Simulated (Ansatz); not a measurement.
The system is HfGe.

```
Hf Ge
1.0
     3.50084    0.00000    0.00000
     0.00000    3.50084    0.00000
     0.00000    0.00000    3.50084
Hf Ge
1 1
Direct
  0.00000 0.00000 0.00000
  0.50000 0.50000 0.50000
```

The cell was built by a generator and needn't be a form met in nature.

| Item | Value |
| --- | --- |
| Program | Ansatz 0.2.0 |
| Task | single point |
| Functional | PBE |
| Potentials or basis | all-electron LAPW, scalar-relativistic |
| Cutoff | 206 eV (chosen from the basis error) |
| Basis error allowed | 0.001 eV/atom |
| k mesh | 8 × 8 × 8 |
| Occupations | fermi-dirac, width 0.05 eV |
| Spin | no spin polarisation |

On this cell: pressure -11.3 GPa; largest force zero by symmetry; band gap on the k mesh none (metal or under the smearing width).

The same run follows on a disturbed copy (atoms moved at random, drawn with an rms of 0.05 Å):

```
CELL_PARAMETERS angstrom
3.50084 0.00000 0.00000
0.00000 3.50084 0.00000
0.00000 0.00000 3.50084
ATOMIC_POSITIONS crystal
Hf 0.98994 0.98740 0.99928
Ge 0.51142 0.50983 0.49590
```

Problem. What changes?

Solution. The energy (extrapolated to zero smearing) moves by +5.2 meV/atom; pressure -11.0 GPa; largest force 0.197 eV/Å; band gap on the k mesh none (metal or under the smearing width).

Forces on the atoms (eV/Å):
```
Hf   0.136  0.141 -0.023
Ge  -0.136 -0.141  0.023
```

Stress tensor (GPa, compression positive):
```
-11.12   0.06  -0.01
  0.06 -11.16  -0.01
 -0.01  -0.01 -10.69
```
